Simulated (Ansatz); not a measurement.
# BaCa3F8: the band gap up the ladder of functionals

An exercise on one series of results from a longer session: the logs are not shown, and one member is left open.

Program: Ansatz 0.2.0. PAW datasets, plane waves. No spin polarisation and no zero-point or thermal motion; the cell was built from a prototype and may be hypothetical.

### The structure to begin with

The cell was relaxed beforehand with r2SCAN.

Space group Cmmm (No. 65), orthorhombic; a = 7.956 Å, b = 11.379 Å, c = 3.961 Å in the conventional setting, 14.94 Å³ an atom. Around Ca lie 8 F at 2.39–2.40 Å; around F lie 2 Ca at 2.32 Å and 2 Ba at 2.58 Å; around F lie 4 Ca at 2.40–2.48 Å and 6 F at 2.68–2.73 Å; around Ca lie 8 F at 2.32–2.48 Å; around F lie 3 Ca at 2.39–2.40 Å and 1 Ba at 2.60 Å and 3 F at 2.71–2.72 Å.

As a file:

```cif
data_structure
_symmetry_space_group_name_H-M 'P 1'
_symmetry_Int_Tables_number 1
_cell_length_a 6.9424
_cell_length_b 6.9424
_cell_length_c 3.9608
_cell_angle_alpha 90.000
_cell_angle_beta 90.000
_cell_angle_gamma 110.076
_cell_volume 179.30
loop_
_atom_site_label
_atom_site_type_symbol
_atom_site_fract_x
_atom_site_fract_y
_atom_site_fract_z
_atom_site_occupancy
Ca1 Ca 0.00000 0.00000 0.00000 1
F1 F 0.35492 0.64508 0.50000 1
F2 F 0.11979 0.88021 0.50000 1
Ca2 Ca 0.50000 0.00000 0.50000 1
F3 F 0.89836 0.63503 0.00000 1
F4 F 0.63503 0.89836 0.00000 1
Ca3 Ca 0.00000 0.50000 0.50000 1
F5 F 0.36497 0.10164 0.00000 1
F6 F 0.10164 0.36497 0.00000 1
Ba1 Ba 0.50000 0.50000 0.00000 1
F7 F 0.88021 0.11979 0.50000 1
F8 F 0.64508 0.35492 0.50000 1
```

The first run:

The input, input.yaml:

```yaml
crystal:
  lattice:
    - [3.9782356768, -5.6895111945, 0.0]
    - [3.9782356768, 5.6895111945, 0.0]
    - [0.0, 0.0, 3.9608481118]
  atoms:
    - { symbol: Ca, position: [0.0, 0.0, 0.0] }
    - { symbol: F, position: [0.3549160776, 0.6450839224, 0.5] }
    - { symbol: F, position: [0.1197872777, 0.8802127223, 0.5] }
    - { symbol: Ca, position: [0.5, 0.0, 0.5] }
    - { symbol: F, position: [0.8983631502, 0.6350303203, 0.0] }
    - { symbol: F, position: [0.6350303203, 0.8983631502, 0.0] }
    - { symbol: Ca, position: [0.0, 0.5, 0.5] }
    - { symbol: F, position: [0.3649696797, 0.1016368498, 0.0] }
    - { symbol: F, position: [0.1016368498, 0.3649696797, 0.0] }
    - { symbol: Ba, position: [0.5, 0.5, 0.0] }
    - { symbol: F, position: [0.8802127223, 0.1197872777, 0.5] }
    - { symbol: F, position: [0.6450839224, 0.3549160776, 0.5] }
kpoints:
  mp_grid: { grid: [4, 4, 6] }
  band_path:
    path:
      - [[0.0, 0.0, 0.0], [-0.5, 0.5, 0.0], [-0.3722281143442, 0.6277718856558, 0.0]]
      - [[0.3722281143442, 0.3722281143442, 0.0], [0.0, 0.0, 0.0], [0.0, 0.0, 0.5], [0.3722281143442, 0.3722281143442, 0.5]]
      - [[-0.3722281143442, 0.6277718856558, 0.5], [-0.5, 0.5, 0.5], [-0.5, 0.5, 0.0]]
      - [[0.0, 0.0, 0.0], [-6.177388653418e-17, 0.5, 0.0], [-6.177388653418e-17, 0.5, 0.5], [0.0, 0.0, 0.5], [-0.5, 0.5, 0.5]]
    npoints: 10
hamiltonian:
  xc: pbe
scf:
  occupations: { method: fermi_dirac, width: 0.02 }
  n_extra_bands: 7
output:
  forces: true
  stress: true
  eigenvalues: true
```

Among the steps run: PBE bands along the symmetry lines; r2SCAN at the same geometry; HSE06 at the same geometry; PBE+SOC at the same geometry; PBE0.

One table of the session follows, with a row left open; its other results are not shown here.

```
  level  gap (eV)
    PBE      6.62
 r2SCAN         ?
  HSE06      8.63
PBE+SOC      6.62
   PBE0      9.40
```

**Question.** Estimate the row for r2SCAN.

**Answer.** gap (eV): 7.19. In the column «gap (eV)» it lies between PBE+SOC (6.62) and HSE06 (8.63).

Meshes: PBE 4×4×6, r2SCAN 4×4×6, HSE06 2×2×4, PBE+SOC 4×4×6, PBE0 2×2×4

What this shows: The gap runs from 6.62 eV (PBE+SOC) to 9.40 eV (PBE0). PBE reaches 77 % of the HSE06 value, and r2SCAN 83 %. PBE0 lies 0.77 eV above HSE06, which differs from it by screening the long-range exchange.

To keep in mind: Warnings in the runs' records: stress scf threshold loose, stress exchange threshold loose.
